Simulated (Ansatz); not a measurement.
**Sn4C: one candidate of a structure search**

The task: take a trial cell of Sn4C to zero force and stress.

Computed with Ansatz 0.2.0 (DFT PBE, scalar-relativistic, plane waves, PAW, unless a step's input says otherwise).

## 1. The system as given

The structure is cubic, space group I-43m (No. 217). Conventional cell: a = 6.801 Å, b = 6.801 Å, c = 6.801 Å, α = 90.00°, β = 90.00°, γ = 90.00°. Sn (site symmetry 3m) has 1 C at 2.06 Å as nearest neighbours. C (site symmetry -43m) is surrounded by 4 Sn at 2.06 Å.

Coordinates:

```
CELL_PARAMETERS angstrom
-3.40067 3.40067 3.40067
3.40067 -3.40067 3.40067
3.40067 3.40067 -3.40067
ATOMIC_POSITIONS crystal
Sn 0.34960 0.34960 0.34960
Sn 0.65040 0.00000 0.00000
Sn 0.00000 0.00000 0.65040
Sn 0.00000 0.65040 0.00000
C 0.00000 0.00000 0.00000
```

Recipe of the guess: species swapped into a database cell of GeF4 (I-43m, No. 217), with C on the Ge sites and Sn on the F sites. Its size is a rough estimate.

## 2. Probe: one point on a coarse mesh

input.yaml reads:

```yaml
crystal:
  lattice:
    - [-3.40066711, 3.40066711, 3.40066711]
    - [3.40066711, -3.40066711, 3.40066711]
    - [3.40066711, 3.40066711, -3.40066711]
  atoms:
    - { symbol: Sn, position: [0.34959999, 0.34959999, 0.34959999] }
    - { symbol: Sn, position: [0.65040001, 0.0, 0.0] }
    - { symbol: Sn, position: [0.0, 0.0, 0.65040001] }
    - { symbol: Sn, position: [0.0, 0.65040001, 0.0] }
    - { symbol: C, position: [0.0, 0.0, 0.0] }
basis:
  ecutwfc: 420
kpoints:
  mp_grid: { grid: [4, 4, 4] }
hamiltonian:
  xc: pbe
scf:
  occupations: { method: gaussian, width: 0.1 }
  lower_state_search: "off"
output:
  forces: true
  stress: true
  eigenvalues: true
```

Run with:

```sh
> ansatz run input.yaml --threads 1 --pin off --max-ram 2560MiB --backend cpu --events-out ev --progress --plain --runs-dir out
```

Further runs follow: rough relaxation on the coarse mesh; final relaxation.

**Question.** What will these runs give? Wanted: conventional cell; volume; energy over the elements, grey Sn; gap on the mesh.

The runs gave:

| quantity | value |
| --- | --- |
| symmetry at the end (tolerance 0.05 Å) | space group I-43m (No. 217) |
| conventional cell | a = 6.409 Å, b = 6.409 Å, c = 6.409 Å, α = 90.00°, β = 90.00°, γ = 90.00° |
| volume | 26.32 Å³/atom |
| energy over the elements, grey Sn | +0.65 eV/atom |
| gap on the mesh | none (metal) |

In words: The space group I-43m (No. 217) is kept, and the volume per atom shrinks by 16.3 % from the first guess. With a positive formation energy it can't be a ground state. No finished test with a distortion of lower symmetry is shown, so the end may be a saddle point.
